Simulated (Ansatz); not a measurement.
## Ta, space group Im-3m: a convergence test of the plane-wave cutoff

Computed with Ansatz's Python interface.

`ecut.py`:
```python
import ansatz as az
import numpy as np

vectors = np.array([
    [-1.65128, 1.65128, 1.65128],
    [1.65128, -1.65128, 1.65128],
    [1.65128, 1.65128, -1.65128],
])
system = az.Lattice.of(vectors).atom("Ta", (0.0, 0.0, 0.0))

setup = (
    system.calculation()
    .functional(az.Functional.PBE)
    .kpoints(mesh=(14, 14, 14))
    .occupations("fermi_dirac", width=0.1)
    .stress()
)

rows = []
for value in [250, 350, 450, 550, 650, 750]:
    data = setup.basis(value).run().report
    rows.append((value, data["free_energy_ev"] / len(data["lattice"]["sites"]), data["n_iterations"], sum(data["stress_gpa"][i][i] for i in range(3)) / 3, data["n_pw"]))

print(" cutoff (eV)   F/atom (eV)    iterations       P (GPa)   plane waves")
for row in rows:
    print(f"{str(row[0]):>12s}  {row[1]:12.5f}  {row[2]:12d}  {row[3]:12.3f}  {row[4]:12d}")

for row in rows[:-1]:
    shift = 1000 * (row[1] - rows[-1][1])
    print(f"{row[0]}: {shift:+.2f} meV/atom" + ("  (within 1 meV)" if abs(shift) < 1 else ""))
```

Output of `python ecut.py`:
```text
DeckWarning: basis.ecutwfc = 250 eV is below the records' recommended 420 eV, and the density's cutoff is lower with it unless basis.ecutrho_ratio is high enough to keep the records' density cutoff: compare with a run at a higher cutoff
DeckWarning: basis.ecutwfc = 350 eV is below the records' recommended 420 eV, and the density's cutoff is lower with it unless basis.ecutrho_ratio is high enough to keep the records' density cutoff: compare with a run at a higher cutoff
 cutoff (eV)   F/atom (eV)    iterations       P (GPa)   plane waves
         250   -9932.15430             6         3.556           177
         350   -9932.26816             6         3.175           249
         450   -9932.27293             6         3.137           381
         550   -9932.27320             6         3.137           531
         650   -9932.27339             6         3.136           675
         750   -9932.27345             6         3.135           887
250: +119.16 meV/atom
350: +5.29 meV/atom
450: +0.52 meV/atom  (within 1 meV)
550: +0.25 meV/atom  (within 1 meV)
650: +0.06 meV/atom  (within 1 meV)
```
(Warnings from the package without file and line.)

From 450 eV on it stays within 1 meV an atom of the value at 750 eV; the first row (250 eV) is off by 119.2 meV and the last but one by 0.06 meV. The energy falls steadily, as expected when plane waves are added. The pressure moves from 3.56 to 3.14 GPa (the program's stress holds a Pulay correction, so it settles early).

Reading the output:
- Pressure is positive in compression.
- Spin-orbit coupling, which matters for elements this heavy, is left out.
- Shifts are counted from the last row, which is itself no proven limit.
- Wall time of the script: 8.7 s on 1 thread of Arm Neoverse V1, with other jobs on the host, peak memory 0.4 GiB.
